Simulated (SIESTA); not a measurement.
Crystal: MgTiNbO4.

```
Nb Ti Mg O
1.0
    -1.90150    2.12251    4.98306
     1.90150   -2.12251    4.98306
     1.90150    2.12251   -4.98306
Nb Ti Mg O
1 1 1 4
Cartesian
  0.0000 0.0000 0.2615
  0.0000 2.1225 2.1252
  1.9015 0.0000 3.1277
  0.0000 0.0000 7.7624
  0.0000 2.1225 4.5589
  0.0000 0.0000 2.4340
  0.0000 2.1225 0.1372
```

The cell comes from a database or a generator and needn't be the stable form of this composition.

| Quantity | Value |
| --- | --- |
| Program | SIESTA 5.4.2 |
| Task | single point |
| Functional | PBEsol |
| Potentials or basis | PseudoDojo 0.4 standard (PBEsol files) |
| Basis | DZP (energy shift 0.003 Ry; two zetas on semicore shells) |
| Grid cutoff | 800 Ry |
| Energy shift | 0.003 Ry |
| k mesh | 9 × 9 × 9 |
| Occupations | fermi-dirac, width 0.05 eV |
| Spin | no spin polarisation |

On this cell: pressure -4.1 GPa; largest force 0.271 eV/Å; band gap on the k mesh none (metal or under the smearing width).

The same run follows on a disturbed copy (atoms moved at random, drawn with an rms of 0.05 Å):

```
CELL_PARAMETERS angstrom
-1.90150 2.12251 4.98306
1.90150 -2.12251 4.98306
1.90150 2.12251 -4.98306
ATOMIC_POSITIONS crystal
Nb 0.03361 0.03402 0.01444
Ti 0.70453 0.21650 0.48708
Mg 0.31539 0.82604 0.51077
O 0.78421 0.79370 0.01822
O 0.94228 0.44542 0.48234
O 0.23140 0.22872 0.98153
O 0.51454 0.00814 0.49066
```

What changes?

The energy (extrapolated to zero smearing) moves by +13.5 meV/atom; pressure -3.2 GPa; largest force 1.132 eV/Å; band gap on the k mesh none (metal or under the smearing width).

Forces in eV/Å, atoms in the order of the input:
```
Nb  -0.604 -0.323 -0.568
Ti   0.622  0.064 -0.262
Mg  -0.683 -0.018 -0.009
O   -1.102 -0.152  0.209
O    0.795  0.087  0.115
O    0.876 -0.065  0.499
O    0.096  0.410  0.017
```

Stress tensor (GPa, compression positive):
```
-2.47 -0.04 -1.50
-0.04 -4.78 -2.34
-1.50 -2.34 -2.38
```

Caveats: the basis of atomic orbitals isn't converged, which shifts pressures, moduli and gaps; an odd number of electrons without spin polarisation forces a metal; a magnetic or distorted state may lie lower; semilocal functionals often make such compounds metallic where correlation or magnetic order opens a gap, which also shifts bond lengths.
